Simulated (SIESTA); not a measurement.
## Cd2S under changes of volume

One of the cells (26.333 Å³/atom); the others are scaled copies at fixed shape and fractional positions:

```
Cd S
1.0
     3.96267    0.00000    0.00000
    -1.98134    3.43177    0.00000
     0.00000    0.00000    5.80919
Cd S
2 1
Direct
  0.33333 0.66667 0.93272
  0.66667 0.33333 0.57873
  0.33333 0.66667 0.36571
```

The cell comes from a database or a generator and needn't be the stable form of this composition.

| Property | Result |
| --- | --- |
| Program | SIESTA 5.4.2 |
| Functional | LDA |
| Potentials or basis | PseudoDojo 0.4 standard (LDA files) |
| Basis | DZP (energy shift 0.003 Ry; two zetas on semicore shells) |
| Grid cutoff | 800 Ry |
| Energy shift | 0.003 Ry |
| k mesh | 8 × 8 × 5 |
| Occupations | fermi-dirac, width 0.05 eV |
| Spin | no spin polarisation |

```csv
volume (Å³/atom),energy over the lowest point (meV/atom),pressure (GPa),gap on the mesh (eV),largest force (eV/Å)
24.753,0.00,-2.8,0.23,0.143
25.280,10.99,-3.8,0.24,0.089
25.806,24.95,-4.7,0.25,0.123
26.333,?,?,?,?
26.860,60.40,-6.1,0.27,0.246
27.386,81.27,-6.6,0.29,0.318
27.913,103.88,-7.1,0.31,0.384
```

What does the run at 26.333 Å³/atom give?

Energy over the lowest point 41.54 meV/atom; pressure -5.4 GPa; gap on the mesh 0.26 eV; largest force 0.167 eV/Å.

Worked out: A Birch-Murnaghan fit of order 3 (a polynomial in V^(-2/3)) to the other rows has no minimum within the range. It gives 41.53 meV/atom at 26.333 Å³/atom, against the run's 41.54, and -dE/dV = -5.4 GPa, against -5.4. A parabola through the other rows of the gap, of slope 0.652 eV per unit of ln V there, gives 0.26 eV, against the run's 0.26.

Energies are extrapolated to zero smearing.

Caveats: an odd mesh through Γ misses points on the zone boundary, where band edges often lie; the basis of atomic orbitals isn't converged, which shifts pressures, moduli and gaps. Spin-orbit coupling on Cd is left out.
